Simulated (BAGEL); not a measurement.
**CH3BClFO (SMILES OC(F)BCl) at HF/STO-3G (density fitting with qzvpp-jkfit)**

What is the vertical ionisation energy of CH3BClFO at HF/STO-3G (density fitting with qzvpp-jkfit)? 

Program for the calculation: BAGEL 1.2.2.

8 further runs of the same task are left out: 6 that didn't finish, 2 set aside as unsound or not needed.

## Step 1: The structure to begin with

The species is CH3BClFO (8 atoms), meant as a singlet with charge 0. SMILES: `OC(F)BCl`. The coordinates come from a PBE0-D4/def2-TZVP relaxation. This is one conformer, not always the lowest.

Bond lengths: O1–C2 1.377 Å, C2–F3 1.399 Å, C2–B4 1.589 Å, B4–Cl5 1.732 Å, O1–H6 0.962 Å, C2–H7 1.097 Å, B4–H8 1.189 Å. Angles: O1–C2–F3 110.4°, O1–C2–B4 107.3°, F3–C2–B4 107.0°, C2–B4–Cl5 119.9°, O1–C2–H7 112.0°, F3–C2–H7 105.2°, B4–C2–H7 114.8°, C2–O1–H6 109.9°, C2–B4–H8 120.8°, Cl5–B4–H8 119.3°.

## Step 2: The energy at HF/STO-3G (density fitting with qzvpp-jkfit)

Input file hf.json:

```json
{ "bagel" : [

{
  "title" : "molecule",
  "basis" : "sto-3g",
  "df_basis" : "qzvpp-jkfit",
  "angstrom" : "true",
  "geometry" : [
    { "atom" : "O", "xyz" : [   -0.045500,    0.346900,    1.395700 ] },
    { "atom" : "C", "xyz" : [    0.458900,    0.058800,    0.147300 ] },
    { "atom" : "F", "xyz" : [    1.315100,   -1.045400,    0.209200 ] },
    { "atom" : "B", "xyz" : [   -0.767200,   -0.356700,   -0.774700 ] },
    { "atom" : "Cl", "xyz" : [   -1.105700,    0.541100,   -2.217200 ] },
    { "atom" : "H", "xyz" : [    0.620500,    0.802400,    1.920200 ] },
    { "atom" : "H", "xyz" : [    1.073200,    0.877500,   -0.246600 ] },
    { "atom" : "H", "xyz" : [   -1.457200,   -1.281600,   -0.489900 ] }
  ]
},
{
  "title" : "hf"
},
{
  "title" : "print",
  "file" : "orbitals.molden",
  "orbitals" : "true"
}

]}
```

Started as:

```
$ BAGEL_NUM_THREADS=1 BAGEL hf.json > hf.out
```

The log of the run:

```text
* using 1 threads per process

  ===============================================================
  ===============================================================

  *** Geometry ***

  { "atom" : "O", "xyz" : [     -0.085983,      0.655546,      2.637491 ] },
  { "atom" : "C", "xyz" : [      0.867195,      0.111116,      0.278357 ] },
  { "atom" : "F", "xyz" : [      2.485179,     -1.975520,      0.395331 ] },
  { "atom" : "B", "xyz" : [     -1.449798,     -0.674065,     -1.463971 ] },
  { "atom" : "Cl", "xyz" : [     -2.089470,      1.022531,     -4.189901 ] },
  { "atom" : "H", "xyz" : [      1.172575,      1.516316,      3.628652 ] },
  { "atom" : "H", "xyz" : [      2.028054,      1.658235,     -0.466006 ] },
  { "atom" : "H", "xyz" : [     -2.753709,     -2.421873,     -0.925777 ] },

  Number of auxiliary basis functions:      486

  Since a DF basis is specified, we compute 2- and 3-index integrals:
    o Being stored without compression. Storage requirement is 0.004 GB

  Number of basis functions:       32
  Number of electrons      :       48

    * METHOD: MOLECULE                             0.16

  *** RHF ***

  === Nuclear Repulsion ===
   202.5817195551

      * DIIS with orbital gradients will be used.

  === RHF iteration (sto-3g) ===
      0       -689.84554755          0.02029729           0.02
      1       -689.98443228          0.00534529           0.02
      2       -689.99407426          0.00119162           0.02
      3       -689.99498585          0.00016383           0.02
      4       -689.99500443          0.00004161           0.02
      5       -689.99500559          0.00000790           0.02
      6       -689.99500563          0.00000216           0.02
      7       -689.99500564          0.00000063           0.03
      8       -689.99500564          0.00000015           0.03
      9       -689.99500564          0.00000005           0.02
     10       -689.99500564          0.00000001           0.03
     11       -689.99500564          0.00000000           0.02
    * SCF iteration converged.

    * Permanent dipole moment:
           (   -0.370875,    -0.239959,    -0.398138) a.u.

    * METHOD: HF                                   0.39

    * METHOD: PRINT                                0.00

  ===============================================================
```

Run time: 0.72 s. Hardware: 1 thread of Arm Neoverse V2, shared host.

## Step 3: The doublet cation at the same level

Input file input.json:

```json
{ "bagel": [

{
  "title": "molecule",
  "basis": "sto-3g",
  "df_basis": "qzvpp-jkfit",
  "angstrom": "true",
  "geometry": [
    { "atom": "O", "xyz": [      -0.045500,       0.346900,       1.395700 ] },
    { "atom": "C", "xyz": [       0.458900,       0.058800,       0.147300 ] },
    { "atom": "F", "xyz": [       1.315100,      -1.045400,       0.209200 ] },
    { "atom": "B", "xyz": [      -0.767200,      -0.356700,      -0.774700 ] },
    { "atom": "Cl", "xyz": [      -1.105700,       0.541100,      -2.217200 ] },
    { "atom": "H", "xyz": [       0.620500,       0.802400,       1.920200 ] },
    { "atom": "H", "xyz": [       1.073200,       0.877500,      -0.246600 ] },
    { "atom": "H", "xyz": [      -1.457200,      -1.281600,      -0.489900 ] }
  ]
},

{ "title": "uhf", "charge": 1, "nopen": 1 },

{ "title": "print", "file": "orbitals.molden", "orbitals": "true" }

]}
```

Started as:

```
$ BAGEL_NUM_THREADS=1 BAGEL input.json > input.out
```

The log of the run:

```text
* using 1 threads per process

  ===============================================================
  ===============================================================

  *** Geometry ***

  { "atom" : "O", "xyz" : [     -0.085983,      0.655546,      2.637491 ] },
  { "atom" : "C", "xyz" : [      0.867195,      0.111116,      0.278357 ] },
  { "atom" : "F", "xyz" : [      2.485179,     -1.975520,      0.395331 ] },
  { "atom" : "B", "xyz" : [     -1.449798,     -0.674065,     -1.463971 ] },
  { "atom" : "Cl", "xyz" : [     -2.089470,      1.022531,     -4.189901 ] },
  { "atom" : "H", "xyz" : [      1.172575,      1.516316,      3.628652 ] },
  { "atom" : "H", "xyz" : [      2.028054,      1.658235,     -0.466006 ] },
  { "atom" : "H", "xyz" : [     -2.753709,     -2.421873,     -0.925777 ] },

  Number of auxiliary basis functions:      486

  Since a DF basis is specified, we compute 2- and 3-index integrals:
    o Being stored without compression. Storage requirement is 0.004 GB

  Number of basis functions:       32
  Number of electrons      :       48

    * METHOD: MOLECULE                             0.17

  *** Open-shell HF ***

  === Nuclear Repulsion ===
   202.5817195551

      * DIIS with orbital gradients will be used.

  === UHF iteration (sto-3g) ===
      0       -689.38577134          0.05256798           0.05
      1       -689.58770432          0.02718392           0.05
      2       -689.63062185          0.01110065           0.05
      3       -689.64193575          0.00282235           0.05
      4       -689.64536105          0.00269976           0.05
      5       -689.64892646          0.00290979           0.05
      6       -689.63762018          0.00293131           0.05
      7       -689.63274692          0.00361149           0.05
      8       -689.64373317          0.00353509           0.05
      9       -689.63980399          0.00329045           0.05
     10       -689.63776792          0.00320797           0.05
     11       -689.63938501          0.00290263           0.05
     12       -689.63522110          0.00308841           0.05
     13       -689.63557773          0.00304678           0.05
     14       -689.64994798          0.00263756           0.05
     15       -689.64089235          0.00249287           0.05
     16       -689.63715988          0.00260635           0.05
     17       -689.63878731          0.00216810           0.05
     18       -689.63639545          0.00287823           0.05
     19       -689.63531884          0.00342155           0.05
     20       -689.64635691          0.00262281           0.05
     21       -689.63782325          0.00259088           0.05
     22       -689.63061560          0.00574747           0.05
     23       -689.62903384          0.00599535           0.05
     24       -689.62730673          0.00675527           0.05
     25       -689.63042867          0.00531435           0.05
     26       -689.63987462          0.00237406           0.05
     27       -689.63929902          0.00238249           0.05
     28       -689.63905891          0.00239547           0.05
     29       -689.64352519          0.00238604           0.05
     30       -689.63957807          0.00249781           0.05
     31       -689.64044004          0.00234787           0.05
     32       -689.64033989          0.00236437           0.05
     33       -689.64289351          0.00251432           0.05
     34       -689.64812123          0.00186911           0.05
     35       -689.64917015          0.00167128           0.05
     36       -689.65427450          0.00222863           0.05
     37       -689.65546525          0.00210019           0.05
     38       -689.65615025          0.00117434           0.05
     39       -689.65657118          0.00114634           0.05
     40       -689.65659554          0.00061566           0.05
     41       -689.65686154          0.00044003           0.05
     42       -689.65681916          0.00017263           0.05
     43       -689.65681445          0.00010973           0.05
     44       -689.65681524          0.00008015           0.05
     45       -689.65681740          0.00006599           0.05
     46       -689.65682202          0.00005513           0.05
     47       -689.65682669          0.00004680           0.05
     48       -689.65683188          0.00004074           0.05
     49       -689.65683395          0.00003686           0.05
     50       -689.65683852          0.00003290           0.05
     51       -689.65684073          0.00003030           0.05
     52       -689.65684372          0.00002922           0.05
     53       -689.65684470          0.00002843           0.05
     54       -689.65684489          0.00002827           0.05
     55       -689.65684519          0.00002995           0.05
     56       -689.65684555          0.00002667           0.05
     57       -689.65684668          0.00002042           0.05
     58       -689.65684847          0.00001379           0.05
     59       -689.65684938          0.00001179           0.05
     60       -689.65684972          0.00000889           0.05
     61       -689.65684982          0.00000651           0.05
     62       -689.65684994          0.00000555           0.05
     63       -689.65685012          0.00000426           0.05
     64       -689.65685019          0.00000295           0.05
     65       -689.65685022          0.00000185           0.05
     66       -689.65685022          0.00000137           0.05
     67       -689.65685022          0.00000080           0.05
     68       -689.65685022          0.00000035           0.05
     69       -689.65685022          0.00000020           0.05
     70       -689.65685022          0.00000013           0.05
     71       -689.65685022          0.00000009           0.05
     72       -689.65685022          0.00000006           0.05
     73       -689.65685022          0.00000003           0.05
     74       -689.65685022          0.00000002           0.05
     75       -689.65685022          0.00000001           0.05
     76       -689.65685022          0.00000001           0.05
    * SCF iteration converged.

    * S^2 (UHF) is 0.8004

    * Permanent dipole moment:
           (   -1.475481,    -0.034656,    -1.904169) a.u.

    * METHOD: UHF                                  3.89

    * METHOD: PRINT                                0.00

  ===============================================================
```

Run time: 4.2 s. Hardware: 1 thread of Arm Neoverse V2, shared host.

## Step 4: Results

At HF/STO-3G (density fitting with qzvpp-jkfit):

| quantity | value |
| --- | --- |
| singlet CH3BClFO: total energy | -689.99501 Eh |
| singlet CH3BClFO: dipole moment | 1.51 D |
| singlet CH3BClFO: HOMO energy | -10.06 eV |
| singlet CH3BClFO: LUMO energy | 5.30 eV |
| singlet CH3BClFO: HOMO–LUMO gap | 15.36 eV |
| doublet cation: total energy | -689.65685 Eh |
| doublet cation: ⟨S²⟩ | 0.800 |
| vertical ionisation energy (to the doublet cation) | 9.202 eV |

The vertical ionisation energy comes to 9.20 eV (888 kJ/mol). −ε(HOMO) before ionisation, 10.06 eV, is 0.86 eV above this ionisation energy. In a minimal basis such a difference can be off by several eV, whatever the method.
